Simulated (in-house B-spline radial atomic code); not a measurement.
# Mn⁴⁺: ionisation energy by several methods

The task here is to estimate one member of a computed series from the others.

The numbers are computed with in-house B-spline radial atomic code version 1 (scalar-relativistic (X2C), several functionals, spin-polarised, exact exchange averaged over the configuration; spherical all-electron atom at the radial basis limit), except any that are marked as measured or tabulated.

### The system

```
element       : manganese (Z = 25)
charge        : +4
electrons     : 21
configuration : [Ar] 3d3
nucleus       : Fermi, rms radius 3.706 fm
```

Outer shells as boxes (Hund's rule):

[Ar] 3d3
```
[Ar] core
3d [↑ ][↑ ][↑ ][  ][  ]
```

Where spins are not typed, each open shell is filled with up spins first.

Set-up of the first run:

The run's settings:

```ini
Z = 25
electrons = 21.0
configuration = [Ar] 3d3
hamiltonian = x2c
method = camb3lyp
spin_polarised = True
nucleus = fermi
rms_radius = 3.7057
mass_number = 55
atomic_mass = 54.93804304
speed_of_light = 137.035999084
exact_exchange = averaged over the configuration
```

Run with:

```
> python run_scf.py task.json out
```

task.json lists these runs, among others, and the program works through them in turn.

Among the steps run: CAM-B3LYP; HSE06; TPSSh; M06-2X; B3LYP; B97-1.

One of the session's tables, all rows but one given; the rest of the session is left out.

| method | ΔSCF (eV) |
| --- | --- |
| TPSSh | 72.694 |
| M06-2X | 72.433 |
| B3LYP | 72.890 |
| B97-1 | 72.669 |
| CAM-B3LYP | 72.862 |
| HSE06 | ? |

Estimate the missing values for HSE06.

**Answer.** ΔSCF (eV): 72.743. In the column «ΔSCF (eV)» it lies between TPSSh (72.694) and CAM-B3LYP (72.862).
